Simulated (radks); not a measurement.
**Tc⁺ in [Ar] 3d10 4s2 4p4 4d5 5s1 6s2: an all-electron calculation**

Aim: the levels, the sizes of the orbitals and the parts of the energy of the technetium ion Tc+.

The numbers are computed with radks (a radial shooting solver on a logarithmic mesh, Libxc functionals) version 1 (Dirac Kohn-Sham, LDA (Slater exchange, Perdew-Wang correlation), spin-unpolarised, spherical densities, finite nucleus; open shells are shared between the two j in proportion to 2j + 1), except any that are marked as measured or tabulated.

### 1 Starting point

```
element            : technetium (Z = 43)
charge             : +1
electrons          : 42
configuration      : [Ar] 3d10 4s2 4p4 4d5 5s1 6s2
nuclear rms radius : 4.4112 fm
```

Outer shells as boxes (Hund's rule):

Tc⁺
```
[Ar] core
3d [↑↓][↑↓][↑↓][↑↓][↑↓]
4s [↑↓]
4p [↑↓][↑ ][↑ ]
4d [↑ ][↑ ][↑ ][↑ ][↑ ]
5s [↑ ]
6s [↑↓]
```

### 2 The run

Settings of this run:

```text
Z 43
configuration [Ar] 3d10 4s2 4p4 4d5 5s1 6s2 5p0 5d0 7s0
relativity Dirac
functional lda,pw
spin unpolarised
j_filling average
nucleus finite rms 4.4112 fm
c 137.035999084
```

**Question.** What will this run give?

As calculated:

| quantity | value |
| --- | --- |
| total energy | -4277.34382 hartree |
| exchange-correlation share of it | 2.87 % |
| −T/E | 1.0384 |
| highest occupied level | 6s1/2, -6.474 eV |
| most extended occupied level | 6s1/2, <r> = 5.68 bohr |
| radius at density 0.001 e/bohr³ | 6.11 bohr |
| maxima of the radial density | 5 |

The radial density shows 5 maxima for 6 occupied principal shells; where shells overlap, one shows as a shoulder or not at all. −T/E is 1.038: with relativity the kinetic term as defined here no longer equals −E. This is not the tabulated ground configuration, so its levels and sizes aren't those of the ground state, and no measured value stands beside it.
